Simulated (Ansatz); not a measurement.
# BaTiO3: the cost of one run

Method: DFT PBE, scalar-relativistic, plane waves, PAW, in Ansatz 0.2.0.

### 1 The starting structure

The structure is cubic, space group Pm-3m (No. 221). The conventional cell has a = 4.007 Å, b = 4.007 Å, c = 4.007 Å, α = 90.00°, β = 90.00°, γ = 90.00°. Ba (site symmetry m-3m) is surrounded by 12 O at 2.83 Å. Ti (site symmetry m-3m) has 6 O at 2.00 Å as nearest neighbours. O (site symmetry 4/mmm) is surrounded by 2 Ti at 2.00 Å and 4 Ba at 2.83 Å.

Structure file:

```cif
data_structure
_symmetry_space_group_name_H-M 'P 1'
_symmetry_Int_Tables_number 1
_cell_length_a 4.0073
_cell_length_b 4.0073
_cell_length_c 4.0073
_cell_angle_alpha 90.000
_cell_angle_beta 90.000
_cell_angle_gamma 90.000
_cell_volume 64.35
loop_
_atom_site_label
_atom_site_type_symbol
_atom_site_fract_x
_atom_site_fract_y
_atom_site_fract_z
_atom_site_occupancy
Ba1 Ba 0.50000 0.50000 0.50000 1
Ti1 Ti 0.00000 0.00000 0.00000 1
O1 O 0.50000 0.00000 0.00000 1
O2 O 0.00000 0.50000 0.00000 1
O3 O 0.00000 0.00000 0.50000 1
```

The structure comes from the Crystallography Open Database.

(A quick probe on a coarse mesh, which set the mesh and smearing, is not shown.)

### 3 Full relaxation

input.yaml

```yaml
crystal:
  lattice:
    - [4.0073, 0.0, 0.0]
    - [0.0, 4.0073, 0.0]
    - [0.0, 0.0, 4.0073]
  atoms:
    - { symbol: Ba, position: [0.5, 0.5, 0.5] }
    - { symbol: Ti, position: [0.0, 0.0, 0.0] }
    - { symbol: O, position: [0.5, 0.0, 0.0] }
    - { symbol: O, position: [0.0, 0.5, 0.0] }
    - { symbol: O, position: [0.0, 0.0, 0.5] }
basis:
  ecutwfc: 420
kpoints:
  mp_grid: { grid: [8, 8, 8] }
hamiltonian:
  xc: pbe
scf:
  occupations: { method: gaussian, width: 0.02 }
output:
  forces: true
  stress: true
  eigenvalues: true
  write_density: true
  write_potential: true
  elf: true
  volumetric_format: npy
relax:
  adjacent_minimum: "off"
  f_tol: 0.005
  max_steps: 80
  cell: { stress_tol: 0.05 }
```

On the command line:

```
> ansatz run input.yaml --threads 1 --pin off --max-ram 2560MiB --backend cpu --events-out ev --progress --plain --runs-dir out
```

Q: Estimate wall time and peak memory on 1 thread of Intel Xeon Platinum 8259CL at 2.50GHz (Skylake/Cascade Lake), shared host.

About 24 s, with a peak of 0.46 GiB.
